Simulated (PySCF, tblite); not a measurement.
# C₇H₁₄Si: geometry, infrared bands and NMR shifts

Wanted: the infrared bands and NMR shifts of C₇H₁₄Si (`C=C1C[SiH2][C@@H]1CCC`), by calculation.

Computed with tblite 0.8.0 and PySCF 2.14.0, with density-fitted response routines of our own, on a single molecule in the gas phase. Atoms count from 0, in the outputs and in this text.

## (1) The starting structure

22 atoms, charge 0, multiplicity 1; geometry from: force field or distance geometry start.

Bonds of the start (Å): C0–C1 1.36, C1–C2 1.50, C2–Si3 1.87, Si3–C4 1.86, C4–C5 1.50, C5–C6 1.50, C6–C7 1.53, C4–C1 1.50, C0–H8 1.08, C0–H9 1.08, C2–H10 1.11, C2–H11 1.10, Si3–H12 1.47, Si3–H13 1.44, C4–H14 1.14, C5–H15 1.12, C5–H16 1.14, C6–H17 1.11, C6–H18 1.09, C7–H19 1.11, C7–H20 1.12, C7–H21 1.10.

## (2) Relaxing the molecule with GFN2-xTB

What the job is given:

```
{"job": {"kind": "relax", "xc": "GFN2-xTB", "basis": "xTB"}, "charge": 0, "multiplicity": 1}
C     -1.115600     0.784800     2.274800
C     -1.439900     0.367300     1.022700
C     -2.684100    -0.346400     0.590900
Si    -1.730500    -0.968100    -0.888300
C     -0.679800     0.437400    -0.265700
C      0.760800     0.132600     0.005000
C      1.639900     0.176800    -1.210100
C      3.065900    -0.150200    -0.755200
H     -1.866200     0.590300     3.028800
H     -0.181300     1.285900     2.471400
H     -3.534800     0.328600     0.362800
H     -3.008400    -1.147500     1.274600
H     -1.169100    -2.314300    -0.729200
H     -2.434700    -0.772200    -2.132100
H     -0.889900     1.410500    -0.811800
H      0.848000    -0.850300     0.542500
H      1.143100     0.954100     0.694100
H      1.686000     1.214000    -1.608600
H      1.323200    -0.457900    -2.032300
H      3.576900     0.766000    -0.404500
H      3.012800    -0.826200     0.131500
H      3.667300    -0.596000    -1.562000
```

Run with:

```sh
$ OMP_NUM_THREADS=1 python probes_run.py task.json out
```

One launch serves the whole session: the jobs run in the order shown.

**Question.** This job is followed by: GFN2-xTB harmonic vibrations, gas phase; GIAO PBE0/pcSseg-1 NMR shielding, non-relativistic, gas phase. Predict these results of the whole session: strongest single infrared mode (GFN2-xTB); zero-point energy (GFN2-xTB); ¹³C shifts against TMS (PBE0/pcSseg-1); ¹H shifts against TMS (PBE0/pcSseg-1, means over atoms taken as alike); ²⁹Si shifts against TMS (PBE0/pcSseg-1).

As calculated:

| quantity | value |
| --- | --- |
| strongest single infrared mode (GFN2-xTB) | 2266 cm⁻¹, 517 km/mol |
| zero-point energy (GFN2-xTB) | 116.3 kcal/mol |
| ¹³C shifts against TMS (PBE0/pcSseg-1) | 161.3, 113.3, 41.8, 38.7, 27.7, 19.4, 17.0 ppm |
| ¹H shifts against TMS (PBE0/pcSseg-1, means over atoms taken as alike) | 5.29, 5.28, 4.64, 4.34, 2.69, 2.35, 2.11, 1.86, 1.30, 1.20, 1.15, 1.06 ppm |
| ²⁹Si shifts against TMS (PBE0/pcSseg-1) | -42.0 ppm |

Over 66 steps the energy fell by 0.623 eV; of the close pairs, Si3–C4 changed most, 1.862 to 1.923 Å. All 60 modes are real, so the xTB geometry is a minimum. The strongest single mode, at 2266 cm⁻¹, moves mainly H12 and H13. GFN2-xTB is a fitted tight-binding method: band positions and strengths are rough. Its intensities can rank the bands wrongly. The most deshielded carbon is C1 (fully substituted alkene carbon), at 161.3 ppm: the olefinic region. At PBE0/pcSseg-1: The widest tensor belongs to C1: span 226 ppm, with a paramagnetic part of -239 ppm.
